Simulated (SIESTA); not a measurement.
Ta3Cu:

```
Ta Cu
1.0
    -2.00651    2.00651    4.20817
     2.00651   -2.00651    4.20817
     2.00651    2.00651   -4.20817
Ta Cu
3 1
Direct
  0.50000 0.50000 0.00000
  0.25000 0.75000 0.50000
  0.75000 0.25000 0.50000
  0.00000 0.00000 0.00000
```

The cell comes from a database or a generator and needn't be the stable form of this composition.

Base run:

- Program: SIESTA 5.4.2
- Functional: PBE
- Potentials or basis: PseudoDojo 0.4 standard (PBE files)
- Basis: DZP (energy shift 0.003 Ry; two zetas on semicore shells)
- Grid cutoff: 800 Ry
- Energy shift: 0.003 Ry
- k mesh: 9 × 9 × 9
- Occupations: fermi-dirac, width 0.05 eV
- Spin: no spin polarisation

Its results: band gap on the k mesh none (metal or under the smearing width); pressure 1.3 GPa.

Question: The run is repeated on the same cell with these changes: functional from PBE to PBEsol; potentials or basis from PseudoDojo 0.4 standard (PBE files) to PseudoDojo 0.4 standard (PBEsol files). What comes out?

Answer: Band gap on the k mesh none (metal or under the smearing width); pressure -5.7 GPa.

Caveats: short orbitals over semicore shells can move pressures by several GPa; the basis of atomic orbitals isn't converged, which shifts pressures, moduli and gaps.

Not every run made on this cell is shown here.
